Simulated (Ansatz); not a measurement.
# TaRu: a tetragonal deformation path

One table from this session's results is given with a row withheld; the runs are named, their logs left out.

Computed with Ansatz 0.2.0 (DFT r2SCAN, scalar-relativistic, plane waves, PAW, unless a step's input says otherwise).

## The structure to begin with

It takes space group Pm-3m (No. 221, cubic). Conventional cell: a = 3.187 Å, b = 3.187 Å, c = 3.187 Å, α = 90.00°, β = 90.00°, γ = 90.00°. Around Ta (site symmetry m-3m) lie 8 Ru at 2.76 Å. Around Ru (site symmetry m-3m) lie 8 Ta at 2.76 Å.

As a file:

```
CELL_PARAMETERS angstrom
3.18700 0.00000 0.00000
0.00000 3.18700 0.00000
0.00000 0.00000 3.18700
ATOMIC_POSITIONS crystal
Ta 0.50000 0.50000 0.50000
Ru 0.00000 0.00000 0.00000
```

No relaxation comes first: the listed cell is the starting point.

Set-up of the first run:

At fixed volume and fractional coordinates, lengths along (0.000, 0.000, 1.000) are scaled against those across it; ρ is that ratio over its starting value.

Contents of input.yaml:

```yaml
crystal:
  lattice:
    - [3.5774666364, 0.0, 0.0]
    - [0.0, 3.5774666364, 0.0]
    - [0.0, 0.0, 2.529268912]
  atoms:
    - { symbol: Ta, position: [0.5, 0.5, 0.5] }
    - { symbol: Ru, position: [0.0, 0.0, 0.0] }
basis:
  ecutwfc: 500
kpoints:
  mp_grid: { grid: [16, 16, 16] }
hamiltonian:
  xc: r2scan
scf:
  occupations: { method: gaussian, width: 0.15 }
output:
  forces: true
  stress: true
  eigenvalues: true
```

Run with:

```bash
$ ansatz run input.yaml --threads 1 --pin off --max-ram 2560MiB --backend cpu --events-out ev --progress --plain --runs-dir out
```

Steps of the session up to this table: ρ = 0.707; At ρ = 1.414; Point ρ = 0.850; At ρ = 1.200; At ρ = 0.780; ρ = 1.300; Point ρ = 0.920; Point ρ = 1.100; ρ = 0.650.

One of the session's tables, all rows but one given; the rest of the session is left out.

Collected from the runs (energy zero: the undisturbed cell):

| ρ | ΔE (meV/atom) | pressure (GPa) |
| --- | --- | --- |
| 0.650 | 895.3 | 14.0 |
| 0.707 | 589.3 | 5.0 |
| 0.780 | 272.9 | -2.4 |
| 0.850 | 73.0 | -6.0 |
| 0.920 | -2.8 | -7.3 |
| 1.000 | 0.0 | -7.6 |
| 1.100 | -33.9 | -7.5 |
| 1.200 | ? | ? |
| 1.300 | 91.8 | -6.8 |
| 1.414 | 195.6 | -7.2 |

Estimate the missing values for ρ = 1.200.

Worked estimate for «ΔE (meV/atom)». A straight line through the neighbours (1.100, -33.9) and (1.300, 91.8) gives -33.9 + (91.8 + 33.9) × (1.200 − 1.100) / (1.300 − 1.100) = 28.9; a parabola fitted to 4 rows on both sides gives 10.1.

As computed: ΔE (meV/atom): -3.9; pressure (GPa): -6.9. In «ΔE (meV/atom)» the line misses by +32.8 and the parabola by +14.0.
